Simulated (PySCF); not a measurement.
# One shape, several levels: CHClGaNO (SMILES O=C=[N][GaH][Cl])

Wanted: a comparison of 6 runs (HF/3-21G, HF/def2-SVP, B3LYP/6-31G*, BLYP/def2-SVP, BP86/def2-SVPD, PBE/def2-TZVP) of CHClGaNO. 

Program for the calculation: PySCF 2.14.0.

### Step 1. The system as given

CHClGaNO has 6 atoms, charge 0, and is taken as a singlet. As SMILES, `O=C=[N][GaH][Cl]`. The coordinates come from a PBE0-D4/def2-TZVP relaxation. This is one conformer, not always the lowest.

Bond lengths: O1–C2 1.163 Å, C2–N3 1.203 Å, N3–Ga4 1.824 Å, Ga4–Cl5 2.132 Å, Ga4–H6 1.540 Å. Angles: O1–C2–N3 176.4°, C2–N3–Ga4 142.4°, N3–Ga4–Cl5 115.2°, N3–Ga4–H6 121.8°, Cl5–Ga4–H6 123.0°.

### Step 2. Energy and gradient at HF/3-21G (run 1)

The input, mol.xyz:

```xyz
6

O     -0.700200    -2.626600    -0.696700
C     -0.691800    -1.486000    -0.467600
N     -0.756800    -0.304700    -0.247900
Ga     0.248500     1.124400     0.275700
Cl     2.297400     0.694600     0.677800
H     -0.354900     2.534400     0.412700
```

The input, job.py:

```python
from pyscf import gto

molecule = gto.M(
    atom='mol.xyz',
    basis='3-21g',
    max_memory=1860,
    verbose=3,
)

mf = molecule.RHF()
mf.conv_tol = 1e-10
mf.kernel()
if not mf.converged:
    mf = mf.newton().run(mf.mo_coeff, mf.mo_occ)

etot = mf.e_tot
print('Final energy', etot)
grad = mf.nuc_grad_method().kernel()
dip = mf.dip_moment()
pop, q = mf.mulliken_pop()
```

The run is started by

```sh
$ OMP_NUM_THREADS=1 python job.py
```

The program printed:

```text
converged SCF energy = -2538.07706326888
Final energy -2538.0770632688814
--------------- RHF gradients ---------------
         x                y                z
0 O    -0.0008139485     0.0047795768     0.0007550236
1 C     0.0149313247    -0.0252441449    -0.0014686563
2 N    -0.0311746652     0.0129966947    -0.0048292879
3 Ga     0.0493899142     0.0037444775     0.0124956191
4 Cl    -0.0311180690     0.0061831952    -0.0061749118
5 H    -0.0012145562    -0.0024597992    -0.0007777867
----------------------------------------------
Dipole moment(X, Y, Z, Debye): -1.44660,  2.69838,  0.19265
 ** Mulliken pop  **
pop of  0 O 1s            1.98785
pop of  0 O 2s            0.43610
pop of  0 O 3s            1.53968
pop of  0 O 2px           0.70873
pop of  0 O 2py           0.65920
pop of  0 O 2pz           0.70904
pop of  0 O 3px           0.89751
pop of  0 O 3py           0.74072
pop of  0 O 3pz           0.89328
pop of  1 C 1s            1.98732
pop of  1 C 2s            0.47529
pop of  1 C 3s            0.31044
pop of  1 C 2px           0.39303
pop of  1 C 2py           0.74122
pop of  1 C 2pz           0.41050
pop of  1 C 3px           0.39344
pop of  1 C 3py          -0.07951
pop of  1 C 3pz           0.37739
pop of  2 N 1s            1.98883
pop of  2 N 2s            0.37224
pop of  2 N 3s            1.34879
pop of  2 N 2px           0.60559
pop of  2 N 2py           0.59147
pop of  2 N 2pz           0.60070
pop of  2 N 3px           0.89322
pop of  2 N 3py           0.65897
pop of  2 N 3pz           0.89694
pop of  3 Ga 1s           1.99983
pop of  3 Ga 2s           1.99847
pop of  3 Ga 3s           1.99456
pop of  3 Ga 4s           0.70876
pop of  3 Ga 5s           0.11664
pop of  3 Ga 2px          1.99852
pop of  3 Ga 2py          1.99862
pop of  3 Ga 2pz          1.99856
pop of  3 Ga 3px          1.98612
pop of  3 Ga 3py          1.98827
pop of  3 Ga 3pz          1.98402
pop of  3 Ga 4px          0.36398
pop of  3 Ga 4py          0.49534
pop of  3 Ga 4pz          0.13368
pop of  3 Ga 5px          0.00445
pop of  3 Ga 5py          0.04988
pop of  3 Ga 5pz          0.05631
pop of  3 Ga 3dxy         1.97539
pop of  3 Ga 3dyz         1.99297
pop of  3 Ga 3dz^2        1.98573
pop of  3 Ga 3dxz         1.99408
pop of  3 Ga 3dx2-y2      1.98643
pop of  4 Cl 1s           1.99860
pop of  4 Cl 2s           1.95895
pop of  4 Cl 3s           1.10452
pop of  4 Cl 4s           0.93974
pop of  4 Cl 2px          1.96597
pop of  4 Cl 2py          1.97026
pop of  4 Cl 2pz          1.96977
pop of  4 Cl 3px          0.92985
pop of  4 Cl 3py          1.05637
pop of  4 Cl 3pz          1.02930
pop of  4 Cl 4px          0.73910
pop of  4 Cl 4py          0.90720
pop of  4 Cl 4pz          0.92377
pop of  5 H 1s            0.39703
pop of  5 H 2s            0.76099
 ** Mulliken atomic charges  **
charge of    0O =     -0.57210
charge of    1C =      0.99089
charge of    2N =     -0.95675
charge of    3Ga =      1.18937
charge of    4Cl =     -0.49339
charge of    5H =     -0.15802
```

Run time: 3.6 s. Hardware: 1 thread of Intel Xeon at 2.70GHz, shared host; peak memory 0.13 GiB.

### Step 3. Energy and gradient at HF/def2-SVP (run 2)

The input, run.py:

```python
from pyscf import gto, scf

mol = gto.M(
    atom='''
O     -1.323186    -4.963555    -1.316572
C     -1.307313    -2.808133    -0.883636
N     -1.430145    -0.575800    -0.468463
Ga     0.469597     2.124808     0.520997
Cl     4.341457     1.312604     1.280856
H     -0.670664     4.789322     0.779890
''',
    verbose=4,
    max_memory=1860,
    basis='def2-svp',
    charge=0,
    unit='bohr',
)

calc0 = scf.RHF(mol)
calc0.conv_tol = 1e-10
calc0.kernel()
if not calc0.converged:
    calc0 = calc0.newton().run(calc0.mo_coeff, calc0.mo_occ)

e_final = calc0.e_tot
print('E(%s) = %.9f' % ('HF', e_final))
grad = calc0.nuc_grad_method().kernel()
calc0.analyze()
```

The run is started by

```sh
$ OMP_NUM_THREADS=1 python run.py
```

The program printed:

```text
PySCF version 2.14.0

[... 82 lines left out ...]
Two-electron Energy =                 1372.963488039285721
[... 10 lines left out ...]
MO #7   energy= -20.6060581555546  occ= 2
[... 8 lines left out ...]
MO #16  energy= -4.55381664021319  occ= 2
[... 8 lines left out ...]
MO #25  energy= -1.07537431834138  occ= 2
[... 8 lines left out ...]
MO #34  energy= -0.449283257195159 occ= 2
[... 8 lines left out ...]
MO #43  energy= 0.324689555516092  occ= 0
[... 8 lines left out ...]
MO #52  energy= 0.662135148324813  occ= 0
[... 8 lines left out ...]
MO #61  energy= 1.07565364618851   occ= 0
[... 8 lines left out ...]
MO #70  energy= 1.40750862932706   occ= 0
[... 8 lines left out ...]
MO #79  energy= 1.92200901810448   occ= 0
[... 8 lines left out ...]
MO #88  energy= 2.75866419379748   occ= 0
[... 8 lines left out ...]
MO #97  energy= 4.23049020155311   occ= 0
[... 67 lines left out ...]
pop of  3 Ga 4dyz         0.00169
pop of  3 Ga 4dz^2        0.00155
pop of  3 Ga 4dxz         0.00274
pop of  3 Ga 4dx2-y2      0.00415
pop of  3 Ga 5dxy         0.00169
pop of  3 Ga 5dyz         0.00122
pop of  3 Ga 5dz^2        0.00085
pop of  3 Ga 5dxz         0.00214
pop of  3 Ga 5dx2-y2      0.00160
pop of  4 Cl 1s           2.00000
pop of  4 Cl 2s           1.99998
pop of  4 Cl 3s           1.83203
pop of  4 Cl 4s           0.00110
pop of  4 Cl 2px          1.99999
pop of  4 Cl 2py          2.00000
pop of  4 Cl 2pz          2.00000
pop of  4 Cl 3px          1.65690
pop of  4 Cl 3py          1.92201
pop of  4 Cl 3pz          1.88644
pop of  4 Cl 4px          0.00033
pop of  4 Cl 4py          0.00073
pop of  4 Cl 4pz          0.00025
pop of  4 Cl 3dxy         0.00213
pop of  4 Cl 3dyz         0.00018
pop of  4 Cl 3dz^2        0.00149
pop of  4 Cl 3dxz         0.00230
pop of  4 Cl 3dx2-y2      0.00452
pop of  5 H 1s            1.09818
pop of  5 H 2s            0.00201
pop of  5 H 2px           0.00056
pop of  5 H 2py           0.00309
pop of  5 H 2pz           0.00005
 ** Mulliken atomic charges  **
charge of    0O =     -0.42846
charge of    1C =      0.62775
charge of    2N =     -0.56819
charge of    3Ga =      0.78314
charge of    4Cl =     -0.31035
charge of    5H =     -0.10390
Dipole moment(X, Y, Z, Debye): -0.59363,  2.64932,  0.38593
```

Run time: 9.9 s. Hardware: 1 thread of Intel Xeon at 2.70GHz, shared host; peak memory 0.2 GiB.

Runs 3 to 5 aren't shown in full; the table further down has their settings and results.

### Step 4. Energy and gradient at PBE/def2-TZVP (run 6)

The input, calc.py:

```python
from pyscf import gto, dft

mol = gto.Mole()
mol.atom = '''
O     -0.700200    -2.626600    -0.696700
C     -0.691800    -1.486000    -0.467600
N     -0.756800    -0.304700    -0.247900
Ga     0.248500     1.124400     0.275700
Cl     2.297400     0.694600     0.677800
H     -0.354900     2.534400     0.412700
'''
mol.verbose = 3
mol.max_memory = 1860
mol.basis = 'def2-tzvp'
mol.spin = 0
mol.charge = 0
mol.build()

mf = dft.RKS(mol, xc='pbe')
mf.grids.level = 5
mf.conv_tol = 1e-10
mf.kernel()
if not mf.converged:
    mf = mf.newton().run(mf.mo_coeff, mf.mo_occ)

e_tot = mf.e_tot
print(f'total energy: {e_tot:.8f} hartree')
grad = mf.nuc_grad_method().kernel()
dip = mf.dip_moment()
pop, q = mf.mulliken_pop()
```

The run is started by

```sh
$ OMP_NUM_THREADS=1 python calc.py
```

The program printed:

```text
converged SCF energy = -2553.25078605346
total energy: -2553.25078605 hartree
[... 9 lines left out ...]
Dipole moment(X, Y, Z, Debye): -0.60442,  2.22257,  0.29845
[... 152 lines left out ...]
pop of  4 Cl 3pz          0.55371
pop of  4 Cl 4px          0.35166
pop of  4 Cl 4py          0.39839
pop of  4 Cl 4pz          0.38617
pop of  4 Cl 5px          0.83567
pop of  4 Cl 5py          0.99124
pop of  4 Cl 5pz          0.96100
pop of  4 Cl 6px          0.41703
pop of  4 Cl 6py          0.54997
pop of  4 Cl 6pz          0.54392
pop of  4 Cl 3dxy         0.00116
pop of  4 Cl 3dyz         0.00008
pop of  4 Cl 3dz^2        0.00078
pop of  4 Cl 3dxz         0.00107
pop of  4 Cl 3dx2-y2      0.00220
pop of  4 Cl 4dxy         0.00467
pop of  4 Cl 4dyz         0.00038
pop of  4 Cl 4dz^2        0.00167
pop of  4 Cl 4dxz         0.00427
pop of  4 Cl 4dx2-y2      0.00415
pop of  4 Cl 4f-3         0.00035
pop of  4 Cl 4f-2         0.00008
pop of  4 Cl 4f-1         0.00002
pop of  4 Cl 4f+0         0.00012
pop of  4 Cl 4f+1         0.00021
pop of  4 Cl 4f+2         0.00023
pop of  4 Cl 4f+3         0.00035
pop of  5 H 1s            0.22932
pop of  5 H 2s            0.49658
pop of  5 H 3s            0.28934
pop of  5 H 2px           0.00131
pop of  5 H 2py           0.00330
pop of  5 H 2pz           0.00060
 ** Mulliken atomic charges  **
charge of    0O =     -0.16034
charge of    1C =      0.18029
charge of    2N =     -0.19694
charge of    3Ga =      0.42548
charge of    4Cl =     -0.22803
charge of    5H =     -0.02045
```

It took 2.2 min on 1 thread of Intel Xeon at 2.70GHz, shared host; peak memory 2.6 GiB.

### Step 5. All runs side by side

| run | level | integration grid | energy (Eh) | dipole moment (D) | HOMO energy (eV) | LUMO energy (eV) | wall time |
| --- | --- | --- | --- | --- | --- | --- | --- |
| 1 | HF/3-21G | – | -2538.077063 | 3.07 | -11.87 | 0.91 | 3.6 s |
| 2 | HF/def2-SVP | – | -2550.091724 | 2.74 | -12.13 | 1.17 | 9.9 s |
| 3 | B3LYP/6-31G* (spherical functions) | 5 | -2553.577626 | 2.33 | -8.40 | -2.05 | 40 s |
| 4 | BLYP/def2-SVP | 5 | -2553.342372 | 2.03 | -7.07 | -2.35 | 41 s |
| 5 | BP86/def2-SVPD | 5 | -2553.636998 | 2.41 | -7.66 | -2.77 | 68 s |
| 6 | PBE/def2-TZVP | 5 | -2553.250786 | 2.32 | -7.44 | -2.60 | 2.2 min |

### Step 6. Summary of results

| quantity | value |
| --- | --- |
| run 6: total energy | -2553.25079 Eh |
| run 6: dipole moment | 2.32 D |
| run 6: HOMO energy | -7.44 eV |
| run 6: LUMO energy | -2.60 eV |
| run 6: HOMO–LUMO gap | 4.85 eV |
| run 6: largest force on an atom | 1.474 eV/Å |

What this shows: The dipole moment (its size) runs from 2.03 D (BLYP/def2-SVP) to 3.07 D (HF/3-21G). The two ends differ in method and basis. The HOMO–LUMO gap runs from 4.72 eV (BLYP/def2-SVP) to 13.30 eV (HF/def2-SVP). Exact exchange widens orbital gaps. Totals of different functionals can't be ranked against each other. All runs together took 4.9 min, the longest 2.2 min.
